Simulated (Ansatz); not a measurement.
# WS2: a line through a two-coordinate scan

The task here is to estimate one member of a computed series from the others.

Method: DFT PBEsol, scalar-relativistic, plane waves, PAW, in Ansatz 0.2.0.

17 further runs of the same task are left out: 17 set aside as unsound or not needed. Runs told in other sessions of the task aren't counted.

## Starting point

It takes space group P-3m1 (No. 164, trigonal). Conventional cell: a = 3.146 Å, b = 3.146 Å, c = 23.571 Å, α = 90.00°, β = 90.00°, γ = 120.00°. W (site symmetry 3m) is surrounded by 6 S at 2.40 Å. S (site symmetry 3m) has 3 W at 2.40 Å in its first shell of neighbours.

Structure file:

```
W S
1.0
     3.14607    0.00000    0.00000
    -1.57303    2.72457    0.00000
     0.00000    0.00000   23.57096
W S
2 4
Cartesian
  0.0000 1.8164 14.9573
  1.5730 0.9082 8.6136
  0.0000 1.8164 7.0469
  1.5730 0.9082 13.3895
  0.0000 1.8164 10.1815
  1.5730 0.9082 16.5240
```

It goes back to an entry of the Materials Project, which need not be the stable form.

This cell was relaxed beforehand with the same method: volume 33.67 Å³/atom, gap on the mesh 1.53 eV.

## The scan

The energy is mapped over volume and the cell's shape.

First coordinate, volume per atom: 7 values from 29.63 to 37.72 Å³. Second coordinate, c/a of the conventional cell: 7 values from 6.641 to 8.452.

Nothing else is relaxed (fractional coordinates fixed). Energies count from the relaxed crystal. Points are written as (first, second).

Set-up of the first run:

Contents of input.yaml:

```yaml
crystal:
  lattice:
    - [2.935108099, 0.0, 0.0]
    - [-1.4675540495, 2.5418781766, 0.0]
    - [0.0, 0.0, 23.8313166991]
  atoms:
    - { symbol: W, position: [0.3333333333, 0.6666666667, 0.6345659624] }
    - { symbol: W, position: [0.6666666667, 0.3333333333, 0.3654340376] }
    - { symbol: S, position: [0.3333333333, 0.6666666667, 0.2989660749] }
    - { symbol: S, position: [0.6666666667, 0.3333333333, 0.5680485953] }
    - { symbol: S, position: [0.3333333333, 0.6666666667, 0.4319514047] }
    - { symbol: S, position: [0.6666666667, 0.3333333333, 0.7010339251] }
basis:
  ecutwfc: 420
kpoints:
  mp_grid: { grid: [12, 12, 2] }
hamiltonian:
  xc: pbesol
  pseudopotentials: { kind: paw, azcp: { folder: soft_1 } }
scf:
  occupations: { method: gaussian, width: 0.05 }
output:
  forces: true
  stress: true
  eigenvalues: true
```

The run is started by

```console
$ ansatz run input.yaml --threads 2 --pin off --max-ram 4096MiB --backend cpu --events-out ev --progress --plain --runs-dir out
```

Steps of the session up to this table: Point (29.63 Å³, 8.119); Grid point (32.33 Å³, 8.119); The run at (33.67 Å³, 8.119); The run at (36.37 Å³, 8.119); The run at (37.72 Å³, 8.119).

One table of the session follows, with a row left open; its other results are not shown here.

| volume per atom (Å³) | energy (meV/atom) | slope (meV/atom per Å³) | pressure (GPa) | band gap on the k-mesh (eV) | largest force on an atom (eV/Å) |
| --- | --- | --- | --- | --- | --- |
| 29.63 | 205 | −91 | 14.6 | 1.56 | 1.54 |
| 30.98 | 109 | −53 | 8.5 | 1.51 | 0.53 |
| 32.33 | ? | ? | ? | ? | ? |
| 33.67 | 45 | 2 | −0.3 | 1.42 | 1.06 |
| 35.02 | 61 | 21 | −3.4 | 1.37 | 1.68 |
| 36.37 | 101 | 37 | −6.0 | 1.33 | 2.21 |
| 37.72 | 160 | 50 | −8.0 | 1.29 | 2.65 |

**Question.** Estimate the row for volume per atom (Å³) = 32.33.

Worked estimate for «energy (meV/atom)». A straight line through the neighbours (30.98, 109) and (33.67, 45) gives 109 + (45 − 109) × (32.33 − 30.98) / (33.67 − 30.98) = 77; a parabola fitted to 4 rows on both sides gives 58.

The run gave: energy (meV/atom): 58; slope (meV/atom per Å³): −23; pressure (GPa): 3.7; band gap on the k-mesh (eV): 1.46; largest force on an atom (eV/Å): 0.33. In «energy (meV/atom)» the line misses by +19 and the parabola by +0.

Energies count from the relaxed crystal. Rows without a step come from runs not printed here or follow by symmetry. Slopes come from the forces (and the stress, where the cell changes), not from differences of energies.

The lowest point computed on the line is at 33.67 Å³, 45 meV/atom from the zero. V·d²E/dV² there is about 89 GPa, a bulk modulus under this line's constraint. The highest point computed, at 29.63 Å³, lies 160 meV/atom above the lowest. A rigid map gives upper bounds: relaxing the other coordinates can only lower a point. The gap on the mesh closes on part of the grid.

Caveats from the session: The cell is layered and no dispersion term is used, so the spacing and stiffness across the layers are uncertain. Warnings in the runs' records: pseudo functional mismatch, xc potential rough in thin density.
